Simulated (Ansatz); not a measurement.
# InH: the cost of one run

Program: Ansatz 0.2.0. Level of theory: DFT PBEsol, scalar-relativistic, plane waves, PAW. These are calculated values, not measurements.

### 1 Starting point

It takes space group Pm-3m (No. 221, cubic). The conventional cell has a = 3.094 Å, b = 3.094 Å, c = 3.094 Å, α = 90.00°, β = 90.00°, γ = 90.00°. Around In (site symmetry m-3m) lie 8 H at 2.68 Å. H (site symmetry m-3m) is surrounded by 8 In at 2.68 Å.

As a file:

```xyz
2
Lattice="3.0940 0.0000 0.0000 0.0000 3.0940 0.0000 0.0000 0.0000 3.0940" Properties=species:S:1:pos:R:3 pbc="T T T"
In    0.0000    0.0000    0.0000
H     1.5470    1.5470    1.5470
```

This is a trial structure built by rule; it need not be a known or stable form of this composition.

The cell is the ideal cubic caesium chloride prototype; whether it is the stable structure of this composition wasn't checked.

### 2 Single point at 1.000 V0

input.yaml reads:

```yaml
crystal:
  lattice:
    - [3.094, 0.0, 0.0]
    - [0.0, 3.094, 0.0]
    - [0.0, 0.0, 3.094]
  atoms:
    - { symbol: In, position: [0.0, 0.0, 0.0] }
    - { symbol: H, position: [0.5, 0.5, 0.5] }
basis:
  ecutwfc: 420
kpoints:
  mp_grid: { grid: [14, 14, 14] }
hamiltonian:
  xc: pbesol
scf:
  occupations: { method: fermi_dirac, width: 0.15 }
output:
  forces: true
  stress: true
  eigenvalues: true
```

Launch:

```sh
ansatz run input.yaml --threads 1 --pin off --max-ram 1228MiB --backend cpu --events-out ev --progress --plain --runs-dir out
```

What time and memory should one allow on 1 thread of an x86-64 CPU, shared host?

About 2.5 s, with a peak of 0.45 GiB.
